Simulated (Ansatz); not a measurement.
Born–Oppenheimer molecular dynamics of a periodic cell of 25 atoms, Mg12O13 (surface MgO(111), adsorbate O). It starts from a relaxed structure.

Level of theory: DFT PBE, scalar-relativistic, plane waves, PAW (Ansatz 0.2.0). Settings: accuracy low, PAW set soft_1, cutoff 420 eV, k mesh 2x2x1, fermi-dirac smearing 0.05 eV, spin collinear.

```
ensemble        : NVT, Langevin thermostat
time step       : 1.5 fs
steps asked     : 70
set temperature : 300 K
friction        : 0.005 /fs
atoms held      : 1 to 8
seed            : 752803
```

Frames 7.5 fs apart, positions in Å, forces in eV/Å.

Velocities at 0 fs (Å/ps):

```
Mg 0.00 0.00 0.00
O 0.00 0.00 0.00
Mg 0.00 0.00 0.00
O 0.00 0.00 0.00
Mg 0.00 0.00 0.00
O 0.00 0.00 0.00
Mg 0.00 0.00 0.00
O 0.00 0.00 0.00
Mg 3.95 -1.08 1.28
O 1.23 -4.05 0.32
Mg 0.41 2.63 0.32
O 9.09 -0.92 -7.95
Mg 0.29 -1.76 -0.45
O -3.82 -3.23 1.49
Mg 2.37 -1.35 -3.48
O 9.58 0.62 5.67
Mg -2.29 -1.53 1.92
O 2.43 0.97 -8.07
Mg -1.20 -4.99 1.79
O 2.97 4.40 -6.06
Mg 2.10 -1.75 -0.34
O 4.03 -0.92 4.18
Mg -0.41 1.17 -0.04
O 9.53 -4.81 -1.27
O 4.69 -3.28 -3.10
```

```xyz
25
Lattice="6.2866 0.0000 0.0000 3.1433 5.4444 0.0000 0.0000 0.0000 17.4162" Properties=species:S:1:pos:R:3:forces:R:3 time_fs=0 energy_less_start_eV=0.000 T=300
Mg 0.000 0.000 1.000 0.00 0.00 1.76
O 4.715 4.537 2.283 0.07 -0.04 -1.78
Mg 1.572 2.722 1.000 -0.01 0.01 1.57
O 3.143 1.815 2.283 0.00 0.00 -1.15
Mg 3.143 0.000 1.000 0.00 -0.01 1.57
O 7.858 4.537 2.283 -0.08 -0.05 -1.77
Mg 4.715 2.722 1.000 0.01 0.01 1.57
O 6.287 1.815 2.283 0.00 0.09 -1.77
Mg 6.286 3.630 3.568 0.00 0.00 0.00
O 7.778 2.768 4.676 0.00 0.00 -0.01
Mg 4.676 0.930 3.638 0.00 0.00 0.00
O 6.285 0.001 4.572 0.00 0.00 -0.01
Mg 3.142 3.587 3.637 0.00 0.00 0.00
O 4.792 2.769 4.675 0.00 0.00 -0.01
Mg 1.607 0.930 3.637 0.00 0.00 0.00
O 3.142 -0.090 4.675 0.00 0.00 -0.01
Mg 3.141 1.816 6.755 0.00 0.00 0.00
O 4.782 0.868 6.886 0.00 0.00 0.01
Mg 4.611 4.597 5.938 0.01 -0.01 0.00
O 6.285 3.630 7.385 -0.01 0.00 0.01
Mg 6.285 1.697 5.941 0.00 0.01 0.00
O 1.500 0.867 6.885 0.01 0.00 0.01
Mg 7.959 4.598 5.941 -0.01 -0.01 0.00
O 3.142 3.712 6.885 0.00 -0.01 0.01
O 6.248 3.652 8.625 0.01 -0.01 0.00
25
Lattice="6.2866 0.0000 0.0000 3.1433 5.4444 0.0000 0.0000 0.0000 17.4162" Properties=species:S:1:pos:R:3:forces:R:3 time_fs=7.5 energy_less_start_eV=0.132 T=255
Mg 0.000 0.000 1.000 -0.02 0.00 1.76
O 4.715 4.537 2.283 0.23 -0.08 -1.81
Mg 1.572 2.722 1.000 -0.02 0.02 1.51
O 3.143 1.815 2.283 0.00 -0.03 -1.12
Mg 3.143 0.000 1.000 0.02 -0.04 1.53
O 7.858 4.537 2.283 -0.11 -0.09 -1.77
Mg 4.715 2.722 1.000 0.03 0.02 1.55
O 6.287 1.815 2.283 -0.02 0.17 -1.82
Mg 6.313 3.625 3.573 -0.17 0.00 0.12
O 7.782 2.741 4.684 0.02 0.12 -0.07
Mg 4.678 0.948 3.641 0.18 -0.17 0.05
O 6.353 -0.001 4.513 -0.45 -0.08 0.55
Mg 3.142 3.575 3.628 0.02 0.10 0.10
O 4.764 2.751 4.692 0.37 0.18 -0.29
Mg 1.623 0.921 3.606 0.06 -0.01 0.20
O 3.208 -0.089 4.715 -0.33 -0.16 -0.34
Mg 3.126 1.803 6.768 0.48 -0.14 -0.14
O 4.806 0.876 6.832 -0.28 0.00 0.40
Mg 4.614 4.567 5.946 0.39 0.38 -0.20
O 6.306 3.664 7.342 0.02 -0.06 0.38
Mg 6.297 1.678 5.943 0.46 0.17 -0.19
O 1.524 0.850 6.915 -0.47 -0.23 -0.13
Mg 7.954 4.606 5.943 0.32 -0.45 0.01
O 3.208 3.678 6.874 -0.75 0.36 0.08
O 6.287 3.628 8.594 0.01 0.01 -0.35
25
Lattice="6.2866 0.0000 0.0000 3.1433 5.4444 0.0000 0.0000 0.0000 17.4162" Properties=species:S:1:pos:R:3:forces:R:3 time_fs=15 energy_less_start_eV=0.356 T=174
Mg 0.000 0.000 1.000 -0.04 -0.01 1.74
O 4.715 4.537 2.283 0.36 -0.12 -1.87
Mg 1.572 2.722 1.000 -0.03 0.04 1.45
O 3.143 1.815 2.283 0.00 -0.06 -1.09
Mg 3.143 0.000 1.000 0.06 -0.06 1.47
O 7.858 4.537 2.283 -0.12 -0.13 -1.74
Mg 4.715 2.722 1.000 0.05 0.02 1.52
O 6.287 1.815 2.283 -0.02 0.22 -1.84
Mg 6.341 3.623 3.572 -0.28 -0.02 0.20
O 7.783 2.714 4.692 0.07 0.23 -0.12
Mg 4.686 0.963 3.654 0.28 -0.32 0.02
O 6.418 -0.008 4.474 -0.88 -0.13 0.91
Mg 3.142 3.565 3.626 0.05 0.14 0.16
O 4.747 2.733 4.705 0.61 0.36 -0.46
Mg 1.636 0.905 3.566 0.10 0.09 0.37
O 3.262 -0.094 4.745 -0.58 -0.27 -0.60
Mg 3.117 1.789 6.778 0.51 -0.25 -0.23
O 4.814 0.886 6.793 -0.36 -0.07 0.66
Mg 4.630 4.547 5.942 0.51 0.55 -0.33
O 6.329 3.699 7.314 0.04 -0.08 -0.25
Mg 6.312 1.658 5.939 0.76 0.25 -0.32
O 1.525 0.819 6.943 -0.49 -0.18 -0.19
Mg 7.956 4.605 5.953 0.49 -0.66 0.00
O 3.248 3.655 6.862 -1.09 0.48 0.18
O 6.335 3.604 8.553 -0.01 -0.01 0.36
25
Lattice="6.2866 0.0000 0.0000 3.1433 5.4444 0.0000 0.0000 0.0000 17.4162" Properties=species:S:1:pos:R:3:forces:R:3 time_fs=22.5 energy_less_start_eV=0.403 T=142
Mg 0.000 0.000 1.000 -0.06 -0.02 1.72
O 4.715 4.537 2.283 0.41 -0.14 -1.93
Mg 1.572 2.722 1.000 -0.04 0.06 1.42
O 3.143 1.815 2.283 0.02 -0.05 -1.08
Mg 3.143 0.000 1.000 0.09 -0.07 1.43
O 7.858 4.537 2.283 -0.08 -0.15 -1.72
Mg 4.715 2.722 1.000 0.06 0.02 1.51
O 6.287 1.815 2.283 0.00 0.21 -1.82
Mg 6.358 3.623 3.575 -0.33 -0.07 0.18
O 7.779 2.699 4.701 0.22 0.20 -0.16
Mg 4.698 0.973 3.663 0.32 -0.45 -0.01
O 6.458 -0.027 4.473 -1.07 -0.02 0.88
Mg 3.147 3.559 3.626 0.06 0.16 0.21
O 4.755 2.727 4.707 0.60 0.37 -0.50
Mg 1.657 0.887 3.536 -0.02 0.13 0.56
O 3.281 -0.105 4.738 -0.60 -0.18 -0.57
Mg 3.118 1.773 6.771 -0.02 -0.31 -0.16
O 4.802 0.891 6.773 0.00 -0.14 0.58
Mg 4.653 4.537 5.937 0.28 0.31 -0.25
O 6.352 3.732 7.282 0.03 -0.23 0.50
Mg 6.333 1.650 5.930 0.59 0.18 -0.23
O 1.500 0.776 6.961 0.00 0.22 -0.19
Mg 7.960 4.590 5.968 0.47 -0.59 -0.03
O 3.242 3.643 6.861 -0.90 0.51 0.07
O 6.386 3.568 8.532 -0.04 0.07 -0.39
25
Lattice="6.2866 0.0000 0.0000 3.1433 5.4444 0.0000 0.0000 0.0000 17.4162" Properties=species:S:1:pos:R:3:forces:R:3 time_fs=30 energy_less_start_eV=0.348 T=183
Mg 0.000 0.000 1.000 -0.07 -0.02 1.72
O 4.715 4.537 2.283 0.38 -0.10 -1.99
Mg 1.572 2.722 1.000 -0.04 0.07 1.42
O 3.143 1.815 2.283 0.04 -0.04 -1.08
Mg 3.143 0.000 1.000 0.11 -0.09 1.41
O 7.858 4.537 2.283 -0.04 -0.15 -1.72
Mg 4.715 2.722 1.000 0.07 0.02 1.52
O 6.287 1.815 2.283 0.05 0.15 -1.81
Mg 6.376 3.629 3.583 -0.40 -0.15 0.05
O 7.780 2.690 4.706 0.34 0.17 -0.16
Mg 4.707 0.980 3.670 0.32 -0.50 0.01
O 6.464 -0.052 4.499 -1.01 0.30 0.57
Mg 3.162 3.563 3.629 0.04 0.12 0.18
O 4.779 2.748 4.688 0.53 0.16 -0.35
Mg 1.677 0.879 3.518 -0.25 0.03 0.74
O 3.267 -0.114 4.719 -0.39 -0.01 -0.40
Mg 3.114 1.750 6.754 -0.48 0.02 -0.07
O 4.771 0.882 6.774 0.63 -0.13 0.29
Mg 4.683 4.539 5.934 -0.16 -0.11 -0.22
O 6.372 3.753 7.271 -0.04 -0.23 0.13
Mg 6.359 1.642 5.916 0.07 -0.04 -0.06
O 1.472 0.737 6.962 0.40 0.59 -0.02
Mg 7.977 4.564 5.982 0.24 -0.17 -0.25
O 3.198 3.650 6.859 -0.26 0.08 0.04
O 6.441 3.527 8.502 -0.05 0.02 0.05
25
Lattice="6.2866 0.0000 0.0000 3.1433 5.4444 0.0000 0.0000 0.0000 17.4162" Properties=species:S:1:pos:R:3:forces:R:3 time_fs=37.5 energy_less_start_eV=0.343 T=180
Mg 0.000 0.000 1.000 -0.07 -0.02 1.72
O 4.715 4.537 2.283 0.29 -0.04 -2.00
Mg 1.572 2.722 1.000 -0.04 0.07 1.44
O 3.143 1.815 2.283 0.05 -0.02 -1.11
Mg 3.143 0.000 1.000 0.11 -0.09 1.44
O 7.858 4.537 2.283 0.00 -0.15 -1.67
Mg 4.715 2.722 1.000 0.07 0.02 1.56
O 6.287 1.815 2.283 0.11 0.08 -1.80
Mg 6.395 3.632 3.600 -0.45 -0.22 -0.19
O 7.798 2.673 4.708 0.37 0.25 -0.13
Mg 4.724 0.983 3.672 0.19 -0.53 -0.02
O 6.442 -0.058 4.534 -0.85 0.34 0.22
Mg 3.174 3.570 3.630 0.10 0.06 0.11
O 4.820 2.761 4.659 0.30 0.07 -0.07
Mg 1.685 0.874 3.517 -0.32 -0.05 0.74
O 3.233 -0.119 4.699 -0.09 0.14 -0.18
Mg 3.091 1.725 6.733 -0.44 0.42 0.04
O 4.753 0.869 6.787 0.77 -0.06 0.02
Mg 4.705 4.538 5.931 -0.55 -0.36 -0.08
O 6.394 3.752 7.270 -0.14 -0.19 -0.14
Mg 6.376 1.635 5.898 -0.26 -0.22 0.17
O 1.455 0.715 6.970 0.44 0.66 0.02
Mg 7.994 4.534 5.990 -0.16 0.42 -0.47
O 3.138 3.666 6.881 0.58 -0.56 0.05
O 6.492 3.481 8.484 -0.04 -0.04 0.35
25
Lattice="6.2866 0.0000 0.0000 3.1433 5.4444 0.0000 0.0000 0.0000 17.4162" Properties=species:S:1:pos:R:3:forces:R:3 time_fs=45 energy_less_start_eV=0.339 T=185
Mg 0.000 0.000 1.000 -0.06 -0.01 1.70
O 4.715 4.537 2.283 0.18 0.02 -1.95
Mg 1.572 2.722 1.000 -0.03 0.05 1.47
O 3.143 1.815 2.283 0.06 0.00 -1.15
Mg 3.143 0.000 1.000 0.10 -0.08 1.48
O 7.858 4.537 2.283 0.04 -0.13 -1.60
Mg 4.715 2.722 1.000 0.07 0.02 1.59
O 6.287 1.815 2.283 0.16 0.01 -1.79
Mg 6.403 3.632 3.610 -0.31 -0.20 -0.37
O 7.827 2.661 4.711 0.28 0.35 -0.13
Mg 4.748 0.971 3.674 -0.03 -0.40 -0.12
O 6.402 -0.055 4.575 -0.55 0.18 -0.15
Mg 3.187 3.573 3.630 0.14 -0.02 0.05
O 4.870 2.776 4.628 -0.05 -0.07 0.24
Mg 1.685 0.870 3.533 -0.27 -0.03 0.55
O 3.195 -0.105 4.679 0.18 0.11 0.02
Mg 3.057 1.712 6.716 0.21 0.44 0.13
O 4.763 0.843 6.801 0.24 0.28 -0.10
Mg 4.721 4.533 5.928 -0.74 -0.32 0.18
O 6.421 3.722 7.268 -0.22 -0.14 -0.24
Mg 6.385 1.615 5.886 -0.37 -0.12 0.35
O 1.450 0.719 6.990 0.30 0.33 -0.10
Mg 8.008 4.518 5.985 -0.35 0.61 -0.54
O 3.107 3.666 6.905 1.05 -0.82 0.02
O 6.536 3.437 8.473 -0.04 -0.05 0.45
25
Lattice="6.2866 0.0000 0.0000 3.1433 5.4444 0.0000 0.0000 0.0000 17.4162" Properties=species:S:1:pos:R:3:forces:R:3 time_fs=52.5 energy_less_start_eV=0.350 T=160
Mg 0.000 0.000 1.000 -0.04 0.00 1.67
O 4.715 4.537 2.283 0.08 0.05 -1.84
Mg 1.572 2.722 1.000 -0.02 0.03 1.51
O 3.143 1.815 2.283 0.07 0.03 -1.24
Mg 3.143 0.000 1.000 0.08 -0.05 1.52
O 7.858 4.537 2.283 0.07 -0.12 -1.56
Mg 4.715 2.722 1.000 0.06 0.00 1.61
O 6.287 1.815 2.283 0.19 -0.05 -1.76
Mg 6.402 3.627 3.613 -0.13 -0.10 -0.47
O 7.853 2.656 4.710 0.13 0.42 -0.08
Mg 4.771 0.949 3.673 -0.32 -0.15 -0.23
O 6.342 -0.051 4.604 -0.04 -0.02 -0.35
Mg 3.203 3.584 3.627 0.10 -0.23 -0.05
O 4.910 2.774 4.614 -0.37 -0.08 0.44
Mg 1.681 0.866 3.557 -0.19 0.11 0.26
O 3.162 -0.074 4.654 0.36 -0.16 0.24
Mg 3.022 1.716 6.703 0.97 0.33 0.15
O 4.782 0.819 6.822 -0.31 0.48 -0.19
Mg 4.715 4.523 5.925 -0.66 -0.16 0.48
O 6.439 3.682 7.265 -0.24 -0.09 -0.29
Mg 6.389 1.593 5.891 -0.41 0.08 0.46
O 1.459 0.732 7.014 -0.03 -0.13 -0.29
Mg 8.018 4.505 5.968 -0.19 0.47 -0.25
O 3.123 3.653 6.929 0.85 -0.60 -0.22
O 6.578 3.396 8.464 -0.03 -0.04 0.47
25
Lattice="6.2866 0.0000 0.0000 3.1433 5.4444 0.0000 0.0000 0.0000 17.4162" Properties=species:S:1:pos:R:3:forces:R:3 time_fs=60 energy_less_start_eV=0.383 T=168
Mg 0.000 0.000 1.000 -0.02 0.00 1.63
O 4.715 4.537 2.283 0.02 0.04 -1.71
Mg 1.572 2.722 1.000 0.00 0.01 1.54
O 3.143 1.815 2.283 0.10 0.05 -1.35
Mg 3.143 0.000 1.000 0.06 -0.03 1.54
O 7.858 4.537 2.283 0.08 -0.09 -1.58
Mg 4.715 2.722 1.000 0.04 -0.01 1.61
O 6.287 1.815 2.283 0.18 -0.09 -1.73
Mg 6.399 3.627 3.602 -0.08 -0.11 -0.36
O 7.875 2.657 4.694 -0.05 0.45 0.05
Mg 4.783 0.923 3.659 -0.57 0.15 -0.28
O 6.279 -0.059 4.618 0.54 -0.08 -0.37
Mg 3.217 3.595 3.632 0.02 -0.51 -0.18
O 4.932 2.761 4.630 -0.47 0.02 0.34
Mg 1.675 0.863 3.581 -0.16 0.30 -0.01
O 3.141 -0.045 4.630 0.47 -0.50 0.41
Mg 3.008 1.719 6.700 1.44 0.25 0.09
O 4.794 0.807 6.836 -0.57 0.41 -0.16
Mg 4.693 4.514 5.925 -0.36 -0.10 0.66
O 6.451 3.635 7.266 -0.14 -0.14 0.14
Mg 6.378 1.573 5.908 -0.33 0.33 0.43
O 1.479 0.741 7.020 -0.45 -0.45 -0.41
Mg 8.018 4.507 5.942 0.07 0.11 0.23
O 3.169 3.627 6.946 0.27 -0.09 -0.53
O 6.618 3.360 8.471 -0.09 0.08 -0.01
```

Of the whole run (105 fs, mean temperature of the second half 220 K): The mean temperature of the second half is 27 % below the set value. A run of 0.1 ps of so small a system gives no equilibrium averages. Limits of this set-up: coarse k mesh, thin slab, slab without dipole correction, a typed lattice constant that wasn't relaxed here, low accuracy level.

Run time: 29 min on 4 threads of Arm Neoverse V1, with other jobs on the host, peak memory 1.7 GiB.
